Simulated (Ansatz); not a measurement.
The system is NiMoIrPdW.

```xyz
5
Lattice="-1.3700 1.3700 9.7165 1.3700 -1.3700 9.7165 1.3700 1.3700 -9.7165" Properties=species:S:1:pos:R:3 pbc="T T T"
Ni    0.0000    0.0000    3.8598
Mo    0.0000    0.0000   11.8389
Pd    0.0000    0.0000   15.4123
Ir    0.0000    0.0000    7.7623
W     0.0000    0.0000   19.3484
```

The cell was built by a generator and needn't be a form met in nature.

Base run:

| Property | Result |
| --- | --- |
| Program | Ansatz 0.2.0 |
| Functional | PBE |
| Potentials or basis | Ansatz PAW |
| Cutoff | 420 eV (not typed: the program's choice for these potentials) |
| k mesh | 13 × 13 × 13 |
| Occupations | fermi-dirac, width 0.05 eV |
| Spin | collinear spin, ferromagnetic start |
| Starting moments | [1.0, 1.0, 0.0, 0.6, 0.0] μB |

Its results: band gap on the k mesh none (metal or under the smearing width); pressure 0.0 GPa; net moment 0.00 μB per cell; largest force 0.032 eV/Å.

The run is repeated on the same cell with these changes: functional from PBE to LDA. What comes out?

Band gap on the k mesh none (metal or under the smearing width); pressure -14.7 GPa; net moment 0.00 μB per cell; largest force 0.264 eV/Å.

LDA binds more tightly than PBE, so the same cell stands under less pressure.

Caveats: spin-orbit coupling is left out, which moves the levels of the heavy elements; the starting moments weren't kept; the PAW data sets come from PBE, with cores solved anew for the run's functional, which leaves a small shift of forces and pressure (some runs).
